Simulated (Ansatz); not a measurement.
**CH6BGa: up Jacob's ladder to CCSD(T)**

An exercise on one series of results from a longer session: the logs are not shown, and one member is left open.

Method: functionals in def2-TZVPP, the program's frozen cores in correlated methods; program: Ansatz 0.2.0, Gaussian basis.

The runs, in order: LDA (SPW92), PBE-D4, revPBE-D4, BLYP-D4, r2SCAN-D4, B97M-V, PBE0-D4, B3LYP-D4, r2SCANh-D4, r2SCAN0-D4, HSE06-D4, BHLYP-D4, CAM-B3LYP-D4, LC-ωPBE, ωB97X-V, ωB97M-V, B2PLYP, PBE-QIDH; CCSD(T)/def2-SVP; CCSD(T)/def2-TZVPP; CCSD(T)/def2-QZVPP; extrapolation to the limit; RPA on PBE.

## The relaxed structure

All runs share one geometry, relaxed beforehand with PBE0-D4 in a triple-zeta def2 set.

SMILES `[BH2][GaH][CH3]`, 9 atoms, charge 0, spin multiplicity 1.

Atoms are counted from 1 here; the program's logs count them from 0.

Bond lengths: B1–Ga2 2.069 Å, B1–H4 1.199 Å, B1–H5 1.199 Å, Ga2–C3 1.976 Å, Ga2–H6 1.583 Å, C3–H7 1.090 Å, C3–H8 1.094 Å, C3–H9 1.093 Å. Angles: Ga2–B1–H4 122.3°, Ga2–B1–H5 122.4°, H4–B1–H5 115.3°, B1–Ga2–C3 125.0°, B1–Ga2–H6 120.0°, C3–Ga2–H6 115.1°, Ga2–C3–H7 113.6°, Ga2–C3–H8 109.1°, Ga2–C3–H9 109.6°, H7–C3–H8 108.6°, H7–C3–H9 108.9°, H8–C3–H9 106.8°.

The first run:

in.yaml

```yaml
crystal:
  periodic: [false, false, false]
  atoms:
    - {symbol: B, position_ang: [-1.123961, 0.868375, -1.440220]}
    - {symbol: Ga, position_ang: [0.141798, 0.646229, 0.181489]}
    - {symbol: C, position_ang: [0.722990, -1.085896, 0.935277]}
    - {symbol: H, position_ang: [-2.314554, 0.947545, -1.318770]}
    - {symbol: H, position_ang: [-0.718255, 0.934140, -2.567020]}
    - {symbol: H, position_ang: [0.724689, 1.924575, 0.911517]}
    - {symbol: H, position_ang: [0.266486, -1.948339, 0.449762]}
    - {symbol: H, position_ang: [1.810094, -1.169232, 0.844723]}
    - {symbol: H, position_ang: [0.490714, -1.117397, 2.003241]}
basis:
  gaussian: {orbitals: def2-TZVPP}
hamiltonian: {xc: lda}
output: {orbitals: {seedname: orbitals}}
```

On the command line:

```bash
$ ansatz run in.yaml --threads 2 --pin off --events-out ev --progress --plain --max-ram 20480MiB --backend cpu
```

Steps of the session up to this table: LDA; PBE-D4 (GGA); revPBE-D4 (GGA); BLYP-D4 (GGA); r2SCAN-D4 (meta-GGA); B97M-V (meta-GGA); B3LYP-D4 (hybrid); r2SCANh-D4 (hybrid); r2SCAN0-D4 (hybrid); HSE06-D4 (hybrid); BHLYP-D4 (hybrid); CAM-B3LYP-D4 (range-separated); LC-ωPBE (range-separated); ωB97X-V (range-separated); ωB97M-V (range-separated); B2PLYP (double hybrid); PBE-QIDH (double hybrid).

One table of the session follows, with a row left open; its other results are not shown here.

It belongs to the step «Frontier levels by functional». 

| functional | HOMO (eV) | LUMO (eV) | gap (eV) |
| --- | --- | --- | --- |
| LDA (SPW92) | -6.25 | -3.36 | 2.88 |
| PBE-D4 | -6.14 | -3.09 | 3.05 |
| revPBE-D4 | ? | ? | ? |
| BLYP-D4 | -6.02 | -2.92 | 3.09 |
| r2SCAN-D4 | -6.38 | -2.73 | 3.65 |
| B97M-V | -6.45 | -2.85 | 3.60 |
| PBE0-D4 | -7.28 | -2.11 | 5.18 |
| B3LYP-D4 | -7.09 | -2.32 | 4.77 |
| r2SCANh-D4 | -6.80 | -2.40 | 4.41 |
| r2SCAN0-D4 | -7.44 | -1.90 | 5.54 |
| HSE06-D4 | -6.89 | -2.49 | 4.40 |
| BHLYP-D4 | -8.34 | -1.07 | 7.27 |
| CAM-B3LYP-D4 | -8.62 | -1.01 | 7.61 |
| LC-ωPBE | -9.97 | 0.20 | 10.17 |
| ωB97X-V | -9.60 | 0.08 | 9.68 |
| ωB97M-V | -9.44 | -0.20 | 9.24 |

**Question.** Estimate the row for revPBE-D4.

The run gave: HOMO (eV): -6.09; LUMO (eV): -2.97; gap (eV): 3.12. In the column «HOMO (eV)» it lies between PBE-D4 (-6.14) and BLYP-D4 (-6.02).
